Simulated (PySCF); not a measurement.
**ZrCl4: singlet, from a see-saw start**

The task is one start of a wider search on ZrCl4: the singlet, from a see-saw start. It is relaxed, tested by its Hessian and followed downhill if it is a saddle.

Computed with PySCF 2.14.0. Level: PBE0, basis Zr def2-TZVP with ECP28, Cl def2-TZVP, scalar-relativistic core potentials, no spin–orbit coupling, density fitting.

## 1. Starting geometry

5 atoms, charge 0, spin multiplicity 1.

Bond lengths: Zr1–Cl2 2.530 Å, Zr1–Cl3 2.530 Å, Zr1–Cl4 2.530 Å, Zr1–Cl5 2.530 Å. Angles: Cl2–Zr1–Cl3 170.0°, Cl2–Zr1–Cl4 86.9°, Cl2–Zr1–Cl5 86.9°, Cl3–Zr1–Cl4 86.9°, Cl3–Zr1–Cl5 86.9°, Cl4–Zr1–Cl5 104.0°.

```xyz
5
charge 0 multiplicity 1
Zr    0.0000    0.0000    0.0000
Cl    0.0000    2.5204    0.2205
Cl    0.0000   -2.5204    0.2205
Cl    1.9937    0.0000    1.5576
Cl   -1.9937    0.0000    1.5576
```

## 2. First SCF at the start

One driver script runs all steps and calls PySCF; scf.py shows how it sets up the SCF of each step. The optimiser is the driver's own. After this first run the driver tries any further starts and a stability analysis.

The input, scf.py:

```python
from pyscf import gto, scf, dft
mol = gto.M(atom='''
Zr     0.000000     0.000000     0.000000
Cl     0.000000     2.520400     0.220500
Cl    -0.000000    -2.520400     0.220500
Cl     1.993700     0.000000     1.557600
Cl    -1.993700     0.000000     1.557600''',
    basis={'Zr': 'def2-TZVP', 'Cl': 'def2-TZVP'},
    ecp={'Zr': 'def2-TZVP'},
    charge=0, spin=0)
mf = dft.RKS(mol, xc='PBE0')
mf.grids.atom_grid = (50, 194)
aux = {'Zr': 'def2-universal-JKFIT', 'Cl': 'def2-universal-JKFIT'}
mf = mf.density_fit(auxbasis=aux)
mf.conv_tol = 1e-08
mf.diis_space = 10
mf.max_cycle = 60
mf.init_guess = 'minao'
mf.verbose = 4
mf.kernel()
```

Launch:

```
$ OMP_NUM_THREADS=4 python axn.py task.json out
```

The program printed:

```text
init E= -1882.02440132131
  HOMO = -0.498419273658398  LUMO = -0.429744250702085  gap/eV = 1.86874
cycle= 1 E= -1887.14676083352  delta_E= -5.12  |g|=  1.2  |ddm|= 4.44
  HOMO = -0.279495974441541  LUMO = 0.00306008382840088  gap/eV = 7.68874
cycle= 2 E= -1886.67794661113  delta_E= 0.469  |g|= 1.56  |ddm|= 2.39
  HOMO = -0.301156158584474  LUMO = -0.166315480945278  gap/eV = 3.66920
cycle= 3 E= -1887.49603127251  delta_E= -0.818  |g|= 0.281  |ddm|= 1.64
  HOMO = -0.328825446115551  LUMO = -0.174479048965671  gap/eV = 4.19998
cycle= 4 E= -1887.51446984987  delta_E= -0.0184  |g|= 0.0754  |ddm|= 0.271
  HOMO = -0.320215158591408  LUMO = -0.169496203568786  gap/eV = 4.10127
cycle= 5 E= -1887.51531743665  delta_E= -0.000848  |g|= 0.032  |ddm|= 0.0757
  HOMO = -0.321803616530006  LUMO = -0.167113493091835  gap/eV = 4.20933
cycle= 6 E= -1887.51555666933  delta_E= -0.000239  |g|= 0.0103  |ddm|= 0.0311
  HOMO = -0.321380763339041  LUMO = -0.167531840144398  gap/eV = 4.18644
cycle= 7 E= -1887.51558833436  delta_E= -3.17e-05  |g|= 0.00224  |ddm|= 0.0087
  HOMO = -0.321386342175397  LUMO = -0.167654070926676  gap/eV = 4.18327
cycle= 8 E= -1887.51558967157  delta_E= -1.34e-06  |g|= 0.000807  |ddm|= 0.00237
  HOMO = -0.32140145497569  LUMO = -0.167660408767459  gap/eV = 4.18351
cycle= 9 E= -1887.51558988361  delta_E= -2.12e-07  |g|= 0.000108  |ddm|= 0.000941
  HOMO = -0.321399555144001  LUMO = -0.167664102624382  gap/eV = 4.18335
cycle= 10 E= -1887.5155898885  delta_E= -4.89e-09  |g|= 3.98e-05  |ddm|= 0.000153
  HOMO = -0.321401442163639  LUMO = -0.167659507330788  gap/eV = 4.18353
Extra cycle  E= -1887.51558988843  delta_E= 6.73e-11  |g|= 4.64e-05  |ddm|= 6.75e-05
converged SCF energy = -1887.51558988843
```

This step, with its further starts and checks, ran for 29 s (4 threads of Arm Neoverse V2, shared host).

Energies from each starting density:

```
                      start   energy (Eh)
    the minimal-basis guess  -1887.515590
a thermally smeared density  -1887.515590
      a smeared PBE density  -1887.515590
```

The test of internal stability and the other starts found no lower closed-shell solution.

## 3. See-saw start, singlet: relaxation

The program finds C2v symmetry in the start, which this walk keeps.

scf.py: that of step 2 with these lines changed.

```diff
@@ -3,5 +3,5 @@
-Zr     0.000000     0.000000     0.000000
-Cl     0.000000     2.520400     0.220500
-Cl    -0.000000    -2.520400     0.220500
-Cl     1.993700     0.000000     1.557600
-Cl    -1.993700     0.000000     1.557600''',
+Zr     0.000000     0.000000    -0.541197
+Cl     0.000000     2.520400    -0.320697
+Cl     0.000000    -2.520400    -0.320697
+Cl     1.993700     0.000000     1.016403
+Cl    -1.993700     0.000000     1.016403''',
@@ -18 +17,0 @@
-mf.init_guess = 'minao'
```

The optimiser's trace:

```
step   energy (Eh)  change (kJ/mol)  largest symmetric gradient (Eh/bohr)
   0  -1887.515590             0.00                               0.10132
   1  -1887.557620          -110.35                               0.06064
   2  -1887.580918          -171.52                               0.01464
   3  -1887.593418          -204.34                               0.01329
   4  -1887.609484          -246.52                               0.01745
   5  -1887.617334          -267.13                               0.01283
   6  -1887.621085          -276.98                               0.00672
   7  -1887.621618          -278.38                               0.01308
   8  -1887.622097          -279.63                               0.00168
   9  -1887.622106          -279.66                               0.00008
  10  -1887.622106          -279.66                               0.00003
```

The walk took 48 s.

End point (Td, 10 steps, 279.7 kJ/mol gained): Zr–Cl 2.318 Å (×4); Cl–Zr–Cl 109.0° (×2), Cl–Zr–Cl 109.7° (×4).

## 4. Is it a minimum? Harmonic modes

On the finer grid the gradient is checked again; gradients at displacements of ±0.02 bohr then give force constants and infrared intensities.

scf.py: that of step 3 with these lines changed.

```diff
@@ -3,5 +3,5 @@
-Zr     0.000000     0.000000    -0.541197
-Cl     0.000000     2.520400    -0.320697
-Cl     0.000000    -2.520400    -0.320697
-Cl     1.993700     0.000000     1.016403
-Cl    -1.993700     0.000000     1.016403''',
+Zr     0.000000     0.000000     0.000000
+Cl    -0.000000     1.892218    -1.338000
+Cl     0.000000    -1.892218    -1.338000
+Cl     1.892218     0.000000     1.338000
+Cl    -1.892218     0.000000     1.338000''',
@@ -12 +12 @@
-mf.grids.atom_grid = (50, 194)
+mf.grids.atom_grid = (75, 302)
@@ -15 +15 @@
-mf.conv_tol = 1e-08
+mf.conv_tol = 1e-10
```

This SCF starts from the last density.

Log of the central SCF (cycles and frontier levels):

```text
init E= -1887.62261183152
  HOMO = -0.35777620249083  LUMO = -0.0993181467299785  gap/eV = 7.03300
cycle= 1 E= -1887.62261183152  delta_E= -4.55e-12  |g|= 1.91e-06  |ddm|= 2.69e-06
  HOMO = -0.357776231369407  LUMO = -0.0993183854076325  gap/eV = 7.03300
Extra cycle  E= -1887.62261183152  delta_E= 3.64e-12  |g|= 2.65e-06  |ddm|= 3.59e-06
converged SCF energy = -1887.62261183152
```

The whole step took 44 s.

Geometry: Td; Zr–Cl 2.317 Å (×4); Cl–Zr–Cl 109.5° (×6).

Modes, for the most abundant isotopes:

```tsv
symmetry	ω (cm⁻¹)	IR (km/mol)
e	99	0.0
t2	109	8.7
a1	384	0.0
t2	434	364
```

No imaginary mode, so this is a minimum.

Properties at this point:

- Dipole moment: 0.00 D
- Highest occupied level: -9.74 eV
- Lowest empty level: -2.70 eV
- Rotational constants: 0.03366, 0.03366, 0.03366 cm⁻¹
- Zero-point energy: 13.2 kJ/mol
- Principal polarisabilities: 88.6, 88.6, 88.6 bohr³
- Atomisation energy without zero-point energy: 1972 kJ/mol
- Principal traceless quadrupole moments about the centre of mass: 0.00, 0.00, 0.00 D Å
- Entropy at 298.15 K and 1 bar: 367.2 J/(mol K)
- Heat capacity Cp at 298.15 K: 97.8 J/(mol K)
- Enthalpy at 298.15 K above 0 K: 22.47 kJ/mol
- Rotational symmetry number: 12

Charges (e) and bond orders:

```
     atom  Mulliken  Löwdin  polar tensor  Mayer order to Zr1
      Zr1      1.34   -0.50          2.31                   –
Cl2,3,4,5     -0.33    0.13         -0.58                1.11
```

Mulliken populations on Zr1 (outside its core potential): s 2.26, p 6.31, d 2.00, f 0.09.

## 5. Stability of the closed shell

At the lowest minimum the closed shell is tested against spin polarisation, on the (50, 194) grid. It is stable.

## 6. Summary of results

| quantity | value |
| --- | --- |
| minimum | singlet, Td |
| geometry | Zr–Cl 2.317 Å (×4); Cl–Zr–Cl 109.5° (×6) |
| wavenumbers (cm⁻¹) | 99 (e), 109 (t2), 384 (a1), 434 (t2) |
| dipole moment | 0.00 D |
| highest occupied, lowest empty level | -9.74, -2.70 eV |
| polar-tensor charge of Zr1 | +2.31 e |
| zero-point energy | 13.2 kJ/mol |
| entropy at 298.15 K | 367.2 J/(mol K) |
| atomisation energy (no zero-point energy) | 1972 kJ/mol |

What this shows: The see-saw start (C2v) ends in a minimum of Td symmetry. The strongest infrared band lies at 434 cm⁻¹ (t2, stretch). The dipole vanishes although Zr1 carries +2.3 e by the polar tensor: the bond dipoles cancel. Only this shape and spin were tried, so other structures or states may lie lower.

The search up to here ran for 2.3 min (4 threads of Arm Neoverse V2, shared host).
